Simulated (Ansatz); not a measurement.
# CH2B2F2O: how energies converge with the basis set

One table from this session's results is given with a row withheld; the runs are named, their logs left out.

Method: one geometry, several basis sets; program: Ansatz 0.2.0, Gaussian basis.

The runs, in order: PBE0-D4/def2-SVP; ωB97M-V/def2-SVP; PBE0-D4/def2-QZVPP; ωB97M-V/def2-QZVPP; the functionals' def2-TZVPP values are taken from earlier runs.

**The geometry**

The geometry comes from an earlier relaxation with PBE0-D4 in a triple-zeta def2 set; it is a stationary point, not always the lowest conformer.

SMILES `FB1COB1F`, 8 atoms, charge 0, spin multiplicity 1.

Atoms are counted from 1 here; the program's logs count them from 0.

Bond lengths: F1–B2 1.306 Å, B2–C3 1.587 Å, B2–B5 1.716 Å, C3–O4 1.476 Å, C3–H7 1.093 Å, C3–H8 1.093 Å, O4–B5 1.367 Å, B5–F6 1.314 Å. Angles: F1–B2–C3 132.2°, F1–B2–B5 146.4°, C3–B2–B5 81.4°, B2–C3–O4 90.7°, B2–C3–H7 117.9°, B2–C3–H8 117.9°, O4–C3–H7 109.8°, O4–C3–H8 109.8°, H7–C3–H8 109.0°, C3–O4–B5 98.6°, B2–B5–O4 89.3°, B2–B5–F6 147.7°, O4–B5–F6 123.0°.

The first run:

File in.yaml:

```yaml
crystal:
  periodic: [false, false, false]
  atoms:
    - {symbol: F, position_ang: [-1.847369, -0.661720, 1.113717]}
    - {symbol: B, position_ang: [-0.841027, -0.166691, 0.443552]}
    - {symbol: C, position_ang: [0.586293, -0.754808, 0.075853]}
    - {symbol: O, position_ang: [0.934005, 0.488253, -0.640109]}
    - {symbol: B, position_ang: [-0.229794, 1.174650, -0.434111]}
    - {symbol: F, position_ang: [-0.434263, 2.388716, -0.892040]}
    - {symbol: H, position_ang: [0.628558, -1.602547, -0.613309]}
    - {symbol: H, position_ang: [1.295797, -0.922954, 0.890546]}
basis:
  gaussian: {orbitals: def2-SVP}
hamiltonian: {xc: pbe0, dispersion: d4}
output: {orbitals: {seedname: orbitals}}
```

Started as:

```
$ ansatz run in.yaml --threads 2 --pin off --events-out ev --progress --plain --max-ram 4352MiB
```

Steps of the session up to this table: PBE0-D4 in def2-SVP; ωB97M-V in def2-SVP; PBE0-D4 in def2-QZVPP; ωB97M-V in def2-QZVPP.

One table of the session follows, with a row left open; its other results are not shown here.

It belongs to the step «Density functionals: the series». 

| functional | basis | HOMO (eV) | LUMO (eV) |
| --- | --- | --- | --- |
| PBE0-D4 | def2-SVP | -8.13 | -2.00 |
| PBE0-D4 | def2-TZVPP | -8.22 | -2.13 |
| PBE0-D4 | def2-QZVPP | -8.24 | -2.16 |
| ωB97M-V | def2-SVP | ? | ? |
| ωB97M-V | def2-TZVPP | -10.48 | 0.01 |
| ωB97M-V | def2-QZVPP | -10.51 | -0.05 |

Estimate the missing values for ωB97M-V, def2-SVP.

The run gave: HOMO (eV): -10.38; LUMO (eV): 0.21. In the column «HOMO (eV)» it lies between ωB97M-V, def2-TZVPP (-10.48) and PBE0-D4, def2-QZVPP (-8.24).
